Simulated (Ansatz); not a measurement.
# GaAs: the cost of one run

Computed with Ansatz 0.2.0 (DFT PBE, scalar-relativistic, plane waves, PAW, and further levels as typed in the inputs, unless a step's input says otherwise).

**1. The system as given**

The structure is trigonal, space group R3m (No. 160). The conventional cell has a = 4.015 Å, b = 4.015 Å, c = 9.900 Å, α = 90.00°, β = 90.00°, γ = 120.00°. Ga (site symmetry 3m) is surrounded by 4 As at 2.46 to 2.48 Å. As (site symmetry 3m) is surrounded by 4 Ga at 2.46 to 2.48 Å.

Structure file:

```
Ga As
1.0
     0.01256    2.85162    2.85162
     2.85162    0.01256    2.85162
     2.85162    2.85162    0.01256
Ga As
1 1
Direct
  0.00000 0.00000 0.00000
  0.25000 0.25000 0.25000
```

**2. Relaxing the atoms: GaAs, no spin**

The input, input.yaml:

```yaml
crystal:
  lattice:
    - [0.0125622221, 2.8516244445, 2.8516244445]
    - [2.8516244445, 0.0125622221, 2.8516244445]
    - [2.8516244445, 2.8516244445, 0.0125622221]
  atoms:
    - { symbol: Ga, position: [0.0, 0.0, 0.0] }
    - { symbol: As, position: [0.25, 0.25, 0.25] }
scf:
  occupations: { method: gaussian, width: 0.01 }
output:
  forces: true
  stress: true
hamiltonian:
  xc: pbe
kpoints:
  mp_grid: { grid: [8, 8, 8] }
relax:
  f_tol: 0.001
```

Command:

```sh
$ ansatz run input.yaml --threads 8 --pin off --max-ram 24576MiB --backend cpu --events-out ev --progress --plain --runs-dir out
```

What time and memory should one allow on 8 threads of Intel Xeon 6975P-C (Granite Rapids), shared host?

About 1.4 s, with a peak of 0.48 GiB.
